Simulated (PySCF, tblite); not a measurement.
# C₆H₁₂FO₂S+: geometry, infrared bands and NMR shifts

Wanted: the infrared bands and NMR shifts of C₆H₁₂FO₂S+ (`COC(=O)[C@@H](C)[S@@+](C)CF`), by calculation.

Computed with tblite 0.8.0 and PySCF 2.14.0, with density-fitted response routines of our own, on a single molecule in the gas phase. Atoms are numbered from 0 throughout.

## (1) Starting geometry

22 atoms, charge 1, multiplicity 1; geometry from: force field or distance geometry start.

Bonds of the start (Å): C0–O1 1.44, O1–C2 1.35, C2–O3 1.22, C2–C4 1.54, C4–C5 1.53, C4–S6 1.85, S6–C7 1.82, S6–C8 1.80, C8–F9 1.36, C0–H10 1.09, C0–H11 1.10, C0–H12 1.09, C4–H13 1.09, C5–H14 1.10, C5–H15 1.08, C5–H16 1.10, C7–H17 1.08, C7–H18 1.09, C7–H19 1.10, C8–H20 1.10, C8–H21 1.10.

## (2) Relaxing the molecule with GFN2-xTB

The job: settings as JSON, then the geometry in Å.

```
{"job": {"kind": "relax", "xc": "GFN2-xTB", "basis": "xTB"}, "charge": 1, "multiplicity": 1}
C      3.330500    -1.060300     0.069800
O      2.207100    -0.176400     0.259600
C      1.108400    -0.525300    -0.445900
O      1.032900    -1.475800    -1.211400
C     -0.017200     0.482300    -0.160200
C      0.258200     1.751600    -0.971300
S     -1.689300    -0.163500    -0.608000
C     -1.727600    -1.482800     0.638200
C     -2.647100     1.012000     0.362900
F     -2.141900     1.172900     1.610600
H      3.635600    -1.045400    -0.978500
H      3.065500    -2.077300     0.389300
H      4.145700    -0.697700     0.697400
H     -0.001100     0.696300     0.903700
H     -0.467900     2.547900    -0.747200
H      0.229600     1.558900    -2.034800
H      1.258200     2.155100    -0.735200
H     -1.386000    -1.143100     1.608100
H     -1.104300    -2.311300     0.304400
H     -2.756600    -1.846400     0.730900
H     -2.662300     1.991100    -0.137200
H     -3.680800     0.656600     0.454100
```

Started as:

```console
> OMP_NUM_THREADS=1 python probes_run.py task.json out
```

One launch serves the whole session: the jobs run in the order shown.

**Question.** This job is followed by: GFN2-xTB harmonic vibrations, gas phase; GIAO PBE0/pcSseg-1 NMR shielding, non-relativistic, gas phase. What will the session give for the following? strongest single infrared mode (GFN2-xTB); zero-point energy (GFN2-xTB); ¹³C shifts against TMS (PBE0/pcSseg-1); ¹H shifts against TMS (PBE0/pcSseg-1, means over atoms taken as alike); ¹⁷O shifts against H2O (PBE0/pcSseg-1); ³³S shifts against CS2 (PBE0/pcSseg-1); ¹⁹F shifts against CFCl3 (PBE0/pcSseg-1).

The runs gave:

| quantity | value |
| --- | --- |
| strongest single infrared mode (GFN2-xTB) | 1727 cm⁻¹, 462 km/mol |
| zero-point energy (GFN2-xTB) | 108.4 kcal/mol |
| ¹³C shifts against TMS (PBE0/pcSseg-1) | 177.5, 91.6, 79.2, 59.5, 29.7, 15.8 ppm |
| ¹H shifts against TMS (PBE0/pcSseg-1, means over atoms taken as alike) | 5.94, 5.77, 4.80, 4.58, 3.32, 2.11 ppm |
| ¹⁷O shifts against H2O (PBE0/pcSseg-1) | 455.6, 193.0 ppm |
| ³³S shifts against CS2 (PBE0/pcSseg-1) | 120 ppm |
| ¹⁹F shifts against CFCl3 (PBE0/pcSseg-1) | -233.9 ppm |

Relaxing lowered the energy by 0.337 eV in 126 steps; the close pair that moved most is O1–C2, from 1.352 to 1.296 Å. The lowest mode is imaginary (24i cm⁻¹), so the xTB geometry is not a minimum. The strongest single mode, at 1727 cm⁻¹, moves mainly C2 and O3. GFN2-xTB is a fitted tight-binding method: band positions and strengths are rough. Its intensities can rank the bands wrongly. At PBE0/pcSseg-1: The largest span, 647 ppm, is at O3, where the paramagnetic term is -526 ppm.
